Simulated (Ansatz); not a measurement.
Relaxation of a periodic cell of 13 atoms, Ti₁₂B (host Ti, host structure hcp, interstitial B), to a largest force component of 0.03 eV/Å in at most 60 steps.

All numbers below come from DFT PBE, scalar-relativistic, plane waves, PAW in Ansatz. Settings: cutoff 420 eV, k mesh 4x3x5, fermi-dirac smearing 0.1 eV, no spin polarisation.

```xyz
13
Lattice="5.9000 0.0000 0.0000 -4.4250 7.6643 0.0000 0.0000 0.0000 4.6846" Properties=species:S:1:pos:R:3
Ti 0.000 0.000 0.000
Ti 0.000 1.703 2.342
Ti -1.475 2.555 0.000
Ti -1.475 4.258 2.342
Ti -2.950 5.110 0.000
Ti -2.950 6.813 2.342
Ti 2.950 0.000 0.000
Ti 2.950 1.703 2.342
Ti 1.475 2.555 0.000
Ti 1.475 4.258 2.342
Ti 0.000 5.110 0.000
Ti 0.000 6.813 2.342
B -1.516 4.227 5.146
```

Task: Where does it end, and by what steps?

Result: The run converged. Limits of this set-up: coarse k mesh, odd electron count without spin. After 19 steps the energy has fallen by 4.807 eV; B13 moved furthest, 1.66 Å. Parted: Ti11–B13 (1.81 → 3.60 Å). Joined: Ti8–B13 (3.46 → 2.17 Å), Ti9–B13 (3.39 → 2.17 Å), Ti10–B13 (3.46 → 2.17 Å).

```tsv
step	energy less start (eV)	largest force component (eV/Å)	accepted
0	0.0000	7.032	yes
1	-1.9242	2.987	yes
2	-2.6601	0.385	yes
3	-2.7156	0.306	yes
4	-2.9257	0.633	yes
5	-3.2005	0.762	yes
6	-3.5537	0.761	yes
7	-3.9164	0.641	yes
8	-4.1939	0.356	yes
9	-4.3140	0.313	yes
10	-4.3787	0.321	yes
11	-4.4500	0.280	yes
12	-4.5330	0.328	yes
13	-4.6139	0.196	yes
14	-4.6761	0.178	yes
15	-4.6916	0.208	yes
16	-4.7786	0.133	yes
17	-4.7652	0.387	no
18	-4.8056	0.048	yes
19	-4.8070	0.017	yes
```

```xyz
13
Lattice="5.9000 0.0000 0.0000 -4.4250 7.6643 0.0000 0.0000 0.0000 4.6846" Properties=species:S:1:pos:R:3
Ti 0.100 0.060 -0.090
Ti 0.109 1.731 2.231
Ti -1.319 2.588 -0.152
Ti -1.333 4.364 2.392
Ti -2.854 5.255 -0.118
Ti -2.852 6.920 2.281
Ti 3.074 0.019 -0.047
Ti 3.073 1.684 2.350
Ti 1.554 2.575 -0.159
Ti 1.539 4.350 2.385
Ti 0.112 5.208 0.003
Ti 0.121 6.878 2.323
B -2.839 3.470 5.801
```

Whether the end is a true minimum wasn't checked by a vibrational analysis.

The run took 4 min on 4 threads of Arm Neoverse V2, on a shared host, peak memory 0.95 GiB.
